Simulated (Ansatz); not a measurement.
Born–Oppenheimer molecular dynamics of a periodic cell of 16 atoms, C (start crystal C, start structure diamond, volume 1.1 times the crystal's). It goes on from the last frame of an earlier run, with new velocities.

Method: DFT LDA, scalar-relativistic, plane waves, PAW (Ansatz 0.2.0). Settings: accuracy low, cutoff 420 eV, k mesh 3x3x3, fermi-dirac smearing 0.24 eV, no spin polarisation.

```yaml
ensemble: NVT, Langevin thermostat
time_step: 1 fs
steps_asked: 149
set_temperature: 2240 K
friction: 0.02 /fs
temperature_schedule: 112 steps to 300 K, then 37 steps to 300 K
seed: 191878
```

Frames 2 fs apart, positions in Å, forces in eV/Å.

Velocities at 40.0 fs (Å/ps):

```
C 9.77 -13.28 9.33
C -2.46 4.99 -7.70
C 26.00 12.63 -12.30
C -4.40 -2.49 3.68
C -1.77 11.79 8.40
C 5.70 -8.59 2.37
C -10.77 10.27 -13.31
C -3.90 10.45 10.80
C -0.10 7.68 -27.17
C -10.15 -15.23 1.26
C -23.05 -8.80 8.76
C 13.28 -5.54 3.36
C 9.60 1.36 8.59
C -9.35 -6.69 9.47
C -19.92 -5.46 -21.59
C -16.62 28.96 -9.62
```

```xyz
16
Lattice="0.0000 3.6852 3.6852 3.6852 0.0000 3.6852 3.6852 3.6852 0.0000" Properties=species:S:1:pos:R:3:forces:R:3 time_fs=40.0 energy_less_start_eV=0.884 T=2096
C -0.009 -0.010 0.146 3.25 0.58 -3.05
C 1.039 0.907 0.924 -0.16 -2.01 1.75
C 1.916 1.979 -0.001 2.18 -5.76 2.52
C 2.688 2.850 0.951 2.20 0.80 2.65
C 1.911 -0.114 1.881 5.55 4.01 -2.40
C 2.950 0.920 2.878 -4.48 0.56 -1.31
C 3.599 1.979 1.916 4.28 -2.57 0.14
C 4.842 2.791 2.837 -6.37 2.64 -2.61
C 0.252 1.674 1.919 -3.50 5.42 -0.56
C 1.042 2.656 2.837 -1.02 2.79 -0.35
C 1.819 3.788 1.902 1.86 -0.75 1.40
C 2.885 4.668 2.847 0.99 -1.53 -1.74
C 1.933 1.857 3.766 3.66 1.91 -0.51
C 3.022 2.831 4.598 -2.18 -1.94 1.55
C 3.966 3.781 3.688 -4.38 -0.09 2.63
C 4.715 4.831 4.703 -1.90 -4.07 -0.10
16
Lattice="0.0000 3.6852 3.6852 3.6852 0.0000 3.6852 3.6852 3.6852 0.0000" Properties=species:S:1:pos:R:3:forces:R:3 time_fs=42.0 energy_less_start_eV=0.774 T=1994
C 0.015 -0.036 0.159 2.52 1.24 -3.55
C 1.033 0.913 0.912 0.82 -2.07 1.61
C 1.971 1.994 -0.021 0.14 -5.80 2.23
C 2.685 2.845 0.960 1.96 1.30 2.55
C 1.919 -0.088 1.893 4.70 3.40 -1.93
C 2.957 0.906 2.881 -4.43 0.75 -1.40
C 3.583 1.993 1.888 4.59 -3.06 1.05
C 4.822 2.808 2.849 -4.92 2.14 -3.15
C 0.238 1.705 1.863 -3.51 4.31 0.88
C 1.020 2.631 2.841 -0.08 3.63 -0.46
C 1.778 3.767 1.921 2.36 0.01 0.59
C 2.913 4.654 2.851 -0.36 -0.99 -2.69
C 1.958 1.857 3.784 2.44 1.61 -1.13
C 3.002 2.811 4.616 -1.85 -1.29 0.91
C 3.925 3.772 3.654 -3.26 0.35 3.65
C 4.677 4.872 4.679 -1.12 -5.54 0.85
16
Lattice="0.0000 3.6852 3.6852 3.6852 0.0000 3.6852 3.6852 3.6852 0.0000" Properties=species:S:1:pos:R:3:forces:R:3 time_fs=44.0 energy_less_start_eV=0.491 T=2026
C 0.048 -0.061 0.159 1.51 1.81 -3.48
C 1.032 0.911 0.907 1.42 -1.47 1.48
C 2.024 1.995 -0.032 -2.20 -5.13 1.60
C 2.691 2.838 0.976 1.66 1.64 1.86
C 1.944 -0.050 1.900 3.00 2.33 -1.19
C 2.951 0.895 2.881 -3.81 0.92 -1.39
C 3.580 1.999 1.863 4.79 -3.29 1.96
C 4.787 2.822 2.849 -2.61 1.36 -3.24
C 0.212 1.756 1.812 -2.66 2.21 2.05
C 1.002 2.622 2.844 0.65 4.11 -0.48
C 1.745 3.744 1.941 2.91 0.56 -0.23
C 2.935 4.636 2.850 -1.89 0.11 -3.44
C 1.992 1.863 3.803 0.53 0.78 -1.74
C 2.982 2.791 4.629 -1.46 -0.25 0.45
C 3.881 3.767 3.629 -1.74 0.33 4.28
C 4.638 4.889 4.651 -0.09 -6.02 1.51
16
Lattice="0.0000 3.6852 3.6852 3.6852 0.0000 3.6852 3.6852 3.6852 0.0000" Properties=species:S:1:pos:R:3:forces:R:3 time_fs=46.0 energy_less_start_eV=0.500 T=2047
C 0.081 -0.078 0.146 0.45 2.27 -2.99
C 1.040 0.901 0.904 1.54 -0.28 1.19
C 2.071 1.986 -0.038 -4.14 -4.09 1.10
C 2.697 2.842 0.997 1.48 1.39 0.65
C 1.975 -0.004 1.902 0.92 0.98 -0.49
C 2.938 0.888 2.875 -2.74 1.25 -1.23
C 3.591 2.003 1.837 4.55 -3.20 2.91
C 4.746 2.838 2.840 -0.43 0.47 -3.01
C 0.182 1.816 1.760 -1.13 -0.50 3.28
C 0.988 2.625 2.840 1.04 4.31 -0.47
C 1.727 3.725 1.957 3.22 1.01 -0.93
C 2.952 4.618 2.840 -3.61 1.52 -3.92
C 2.021 1.877 3.819 -1.57 -0.61 -2.45
C 2.952 2.768 4.638 -0.95 1.40 -0.05
C 3.827 3.764 3.611 0.25 -0.07 4.63
C 4.598 4.889 4.625 1.11 -5.85 1.80
16
Lattice="0.0000 3.6852 3.6852 3.6852 0.0000 3.6852 3.6852 3.6852 0.0000" Properties=species:S:1:pos:R:3:forces:R:3 time_fs=48.0 energy_less_start_eV=0.748 T=1738
C 0.109 -0.086 0.126 -0.57 2.48 -2.19
C 1.053 0.882 0.907 1.37 1.26 0.55
C 2.098 1.963 -0.031 -5.20 -2.81 0.68
C 2.702 2.854 1.016 1.53 0.42 -0.48
C 2.002 0.046 1.897 -1.04 -0.68 0.09
C 2.918 0.884 2.869 -1.41 1.80 -0.94
C 3.612 1.999 1.823 3.74 -2.56 3.39
C 4.704 2.855 2.821 1.17 -0.48 -2.40
C 0.150 1.871 1.718 0.70 -3.14 4.54
C 0.976 2.638 2.834 1.24 4.15 -0.45
C 1.719 3.708 1.968 3.38 1.52 -1.58
C 2.963 4.611 2.819 -4.93 2.36 -3.64
C 2.037 1.894 3.827 -3.53 -2.25 -3.01
C 2.919 2.747 4.648 -0.57 3.34 -0.67
C 3.776 3.753 3.604 1.88 -0.17 4.45
C 4.560 4.867 4.614 2.24 -5.23 1.68
16
Lattice="0.0000 3.6852 3.6852 3.6852 0.0000 3.6852 3.6852 3.6852 0.0000" Properties=species:S:1:pos:R:3:forces:R:3 time_fs=50.0 energy_less_start_eV=0.916 T=1574
C 0.131 -0.087 0.100 -1.45 2.64 -1.14
C 1.073 0.868 0.920 0.83 2.50 -0.49
C 2.106 1.925 -0.019 -5.46 -1.43 0.43
C 2.708 2.862 1.025 1.72 -0.66 -1.25
C 2.023 0.090 1.893 -2.59 -2.24 0.28
C 2.893 0.886 2.854 0.12 2.43 -0.17
C 3.639 1.994 1.825 2.56 -1.87 3.11
C 4.667 2.871 2.800 2.07 -1.31 -1.50
C 0.121 1.914 1.700 2.24 -5.07 5.39
C 0.968 2.663 2.829 1.29 3.41 -0.38
C 1.717 3.693 1.971 3.46 2.10 -2.23
C 2.958 4.612 2.786 -5.22 2.32 -2.47
C 2.047 1.910 3.823 -5.12 -3.68 -3.32
C 2.890 2.733 4.652 -0.35 4.86 -1.12
C 3.733 3.740 3.611 2.68 0.23 3.52
C 4.526 4.825 4.615 3.23 -4.23 1.34
16
Lattice="0.0000 3.6852 3.6852 3.6852 0.0000 3.6852 3.6852 3.6852 0.0000" Properties=species:S:1:pos:R:3:forces:R:3 time_fs=52.0 energy_less_start_eV=0.614 T=1756
C 0.147 -0.079 0.081 -2.22 2.77 -0.19
C 1.094 0.868 0.937 0.13 3.07 -1.56
C 2.097 1.879 -0.008 -5.18 0.19 0.45
C 2.718 2.865 1.033 1.97 -1.60 -1.92
C 2.036 0.124 1.889 -3.66 -3.46 0.23
C 2.868 0.898 2.838 1.49 2.81 0.76
C 3.674 1.984 1.837 1.18 -1.32 2.44
C 4.640 2.882 2.777 2.40 -1.78 -0.43
C 0.101 1.943 1.704 2.65 -5.62 5.21
C 0.959 2.704 2.815 1.25 2.06 0.14
C 1.725 3.687 1.970 3.37 2.52 -2.95
C 2.936 4.622 2.749 -4.63 1.66 -0.88
C 2.038 1.917 3.809 -5.60 -4.23 -3.25
C 2.866 2.736 4.644 -0.09 5.06 -1.10
C 3.689 3.729 3.627 3.28 0.59 2.16
C 4.505 4.763 4.626 3.65 -2.73 0.89
16
Lattice="0.0000 3.6852 3.6852 3.6852 0.0000 3.6852 3.6852 3.6852 0.0000" Properties=species:S:1:pos:R:3:forces:R:3 time_fs=54.0 energy_less_start_eV=-0.018 T=1970
C 0.152 -0.058 0.064 -2.53 2.65 0.56
C 1.111 0.877 0.951 -0.70 3.34 -2.32
C 2.079 1.839 -0.002 -4.59 1.75 0.56
C 2.738 2.872 1.037 2.00 -2.49 -2.49
C 2.035 0.153 1.891 -4.01 -4.49 -0.12
C 2.854 0.917 2.818 2.23 2.99 1.70
C 3.716 1.973 1.854 -0.31 -0.98 1.48
C 4.621 2.885 2.756 2.65 -1.77 0.73
C 0.086 1.953 1.727 2.12 -4.82 3.97
C 0.954 2.751 2.797 1.01 0.30 0.86
C 1.742 3.686 1.965 3.14 2.82 -3.63
C 2.902 4.640 2.707 -3.46 0.77 1.02
C 2.012 1.911 3.784 -4.92 -3.55 -2.48
C 2.843 2.757 4.632 0.19 3.78 -0.87
C 3.658 3.725 3.646 3.35 0.71 0.71
C 4.495 4.698 4.638 3.83 -1.01 0.33
16
Lattice="0.0000 3.6852 3.6852 3.6852 0.0000 3.6852 3.6852 3.6852 0.0000" Properties=species:S:1:pos:R:3:forces:R:3 time_fs=56.0 energy_less_start_eV=-0.750 T=2272
C 0.148 -0.029 0.055 -2.46 2.26 0.91
C 1.124 0.892 0.962 -1.66 3.34 -2.61
C 2.049 1.808 0.002 -3.62 3.03 0.36
C 2.768 2.879 1.028 1.66 -3.07 -2.48
C 2.024 0.163 1.888 -3.63 -4.85 -0.24
C 2.848 0.938 2.801 2.22 2.77 2.18
C 3.754 1.959 1.877 -1.62 -1.00 0.07
C 4.609 2.879 2.731 2.90 -1.27 2.10
C 0.082 1.945 1.761 0.93 -2.94 2.12
C 0.952 2.803 2.791 0.80 -1.65 1.09
C 1.773 3.691 1.952 2.46 2.62 -3.95
C 2.853 4.662 2.660 -1.61 -0.06 3.03
C 1.980 1.894 3.751 -3.79 -2.06 -1.30
C 2.814 2.791 4.617 0.96 1.61 -0.40
C 3.651 3.730 3.668 2.53 0.36 -0.70
C 4.495 4.632 4.649 3.92 0.90 -0.19
16
Lattice="0.0000 3.6852 3.6852 3.6852 0.0000 3.6852 3.6852 3.6852 0.0000" Properties=species:S:1:pos:R:3:forces:R:3 time_fs=58.0 energy_less_start_eV=-1.222 T=2364
C 0.129 0.007 0.056 -1.77 1.59 0.71
C 1.123 0.916 0.969 -2.41 2.68 -2.29
C 2.010 1.783 0.007 -2.29 4.12 -0.07
C 2.811 2.874 1.007 0.70 -3.01 -1.96
C 2.005 0.151 1.883 -2.95 -4.12 -0.26
C 2.840 0.971 2.790 1.80 1.64 2.12
C 3.784 1.942 1.900 -2.59 -1.11 -1.32
C 4.604 2.871 2.712 3.08 -0.67 3.27
C 0.081 1.928 1.804 0.04 -0.88 0.24
C 0.954 2.844 2.791 0.48 -2.86 1.09
C 1.807 3.701 1.934 1.62 1.69 -3.82
C 2.804 4.688 2.621 0.10 -0.75 4.63
C 1.939 1.870 3.714 -2.53 -0.22 0.08
C 2.781 2.827 4.604 1.72 -0.37 -0.17
C 3.663 3.736 3.684 1.28 -0.30 -1.39
C 4.510 4.572 4.664 3.71 2.56 -0.86
16
Lattice="0.0000 3.6852 3.6852 3.6852 0.0000 3.6852 3.6852 3.6852 0.0000" Properties=species:S:1:pos:R:3:forces:R:3 time_fs=60.0 energy_less_start_eV=-1.340 T=2157
C 0.098 0.046 0.060 -0.56 0.81 0.00
C 1.104 0.950 0.969 -2.58 1.36 -1.38
C 1.973 1.771 0.011 -1.01 4.77 -0.59
C 2.859 2.863 0.976 -0.62 -2.57 -1.00
C 1.985 0.120 1.878 -2.41 -2.24 -0.38
C 2.831 1.008 2.782 1.18 0.16 1.77
C 3.807 1.926 1.918 -3.09 -1.07 -2.41
C 4.610 2.866 2.704 2.95 -0.52 3.76
C 0.079 1.909 1.838 -0.45 0.79 -0.97
C 0.951 2.873 2.792 0.39 -3.23 0.78
C 1.843 3.720 1.902 0.58 0.08 -2.99
C 2.760 4.706 2.599 1.56 -0.98 5.33
C 1.900 1.854 3.682 -1.50 1.25 1.10
C 2.757 2.860 4.592 2.11 -1.97 -0.12
C 3.684 3.732 3.692 0.04 -0.67 -1.54
C 4.529 4.521 4.673 3.40 4.03 -1.38
16
Lattice="0.0000 3.6852 3.6852 3.6852 0.0000 3.6852 3.6852 3.6852 0.0000" Properties=species:S:1:pos:R:3:forces:R:3 time_fs=62.0 energy_less_start_eV=-1.260 T=2016
C 0.067 0.088 0.062 0.57 0.00 -0.74
C 1.073 0.981 0.961 -2.43 0.02 -0.24
C 1.937 1.768 0.017 0.11 5.15 -1.17
C 2.905 2.852 0.945 -1.94 -2.07 -0.03
C 1.957 0.084 1.869 -1.63 -0.18 -0.26
C 2.828 1.048 2.782 0.33 -1.48 1.08
C 3.820 1.904 1.922 -2.88 -0.44 -2.71
C 4.623 2.860 2.708 2.35 -0.80 3.50
C 0.075 1.889 1.863 -0.87 2.04 -1.43
C 0.942 2.885 2.797 0.54 -3.03 0.04
C 1.880 3.740 1.859 -0.30 -1.61 -1.35
C 2.725 4.715 2.605 2.80 -0.99 4.93
C 1.862 1.848 3.655 -0.51 2.25 1.79
C 2.741 2.890 4.579 2.11 -3.19 0.01
C 3.704 3.724 3.697 -0.76 -0.74 -1.42
C 4.562 4.484 4.676 2.50 5.08 -2.00
```

Of the whole run (149 fs, mean temperature of the second half 1052 K): The schedule's set-point averaged 462 K over the second half and the system 1052 K, so it lags behind the ramp. A run of 0.15 ps of so small a system gives no equilibrium averages. Limits of this set-up: low accuracy level.

Run time: 10 min on 1 thread of Arm Neoverse V2 (shared host), peak memory 0.34 GiB.
